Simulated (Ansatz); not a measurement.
Working through the interaction energy of a dimer with the counterpoise correction of CH₃I, SMILES CI

With Ansatz 0.2.0 through its Python package.

Interactive session:
```pycon
>>> from dataclasses import dataclass
>>> import ansatz
>>> @dataclass(frozen=True)
... class RunConfig:
...     basis: str = "def2-SVP"
...     xc: str = "PBE0"
...
>>> settings = RunConfig()
>>> FIRST = [
...     ("C", (-0.0064, -0.1694, 0.1416)),
...     ("I", (0.3632, 1.381, -1.2882)),
...     ("H", (0.7036, -0.8786, 0.1339)),
...     ("H", (-0.0662, 0.3052, 1.1334)),
...     ("H", (-0.9943, -0.6383, -0.1205)),
... ]
>>> SECOND = [
...     ("C", (-2.5684, 2.4433, 0.1477)),
...     ("I", (-4.5107, 2.2589, -0.7344)),
...     ("H", (-2.5739, 2.261, 1.1346)),
...     ("H", (-1.903, 1.7358, -0.3711)),
...     ("H", (-2.2197, 3.498, -0.0273)),
... ]
>>> def energy(atoms, ghosts=()):
...     molecule = ansatz.Crystal.molecule()
...     for symbol, xyz in atoms:
...         molecule = molecule.atom(symbol, xyz)
...     calc = (
...         molecule.calculation()
...         .basis(gaussian=settings.basis)
...         .functional(settings.xc)
...     )
...     deck = calc.input()
...     if ghosts:
...         deck = deck.set(ansatz.key.basis.gaussian.ghost_atoms, [{"symbol": s, "position_ang": list(xyz)} for s, xyz in ghosts])
...     return ansatz.Session.from_dict(deck).plan().execute().report["free_energy_ev"]
...
>>> # ghost atoms carry the functions of the partner
>>> both = energy(FIRST + SECOND)
>>> alone = energy(FIRST) + energy(SECOND)
>>> ghosted = energy(FIRST, SECOND) + energy(SECOND, FIRST)
>>> print(f"dimer {both:.6f} eV")
dimer -18369.195224 eV
>>> print(f"interaction, uncorrected   {23.060548 * (both - alone):8.3f} kcal/mol")
interaction, uncorrected      4.291 kcal/mol
>>> print(f"interaction, counterpoise  {23.060548 * (both - ghosted):8.3f} kcal/mol")
interaction, counterpoise     4.662 kcal/mol
>>> print(f"basis-set superposition    {23.060548 * (alone - ghosted):8.3f} kcal/mol")
basis-set superposition       0.372 kcal/mol
```

Uncorrected it is 4.291 kcal/mol, with the counterpoise correction 4.662 kcal/mol; the difference, 0.371 kcal/mol, is the superposition error. In this basis both values are repulsive.

These settings explore the input space; basis and method may be short of convergence. The dimer is a generated trial pose of unrelaxed monomers, not a minimum, so the figure is no binding energy, and the basis set is small. def2 sets replace the cores of elements past krypton by effective core potentials. This level lacks the dispersion part of the attraction (electrostatics and induction are there), which can decide the sign where the interaction is weak. Timing: 13 s on 1 thread of Arm Neoverse V1, with other jobs on the host, peak memory 0.31 GiB.
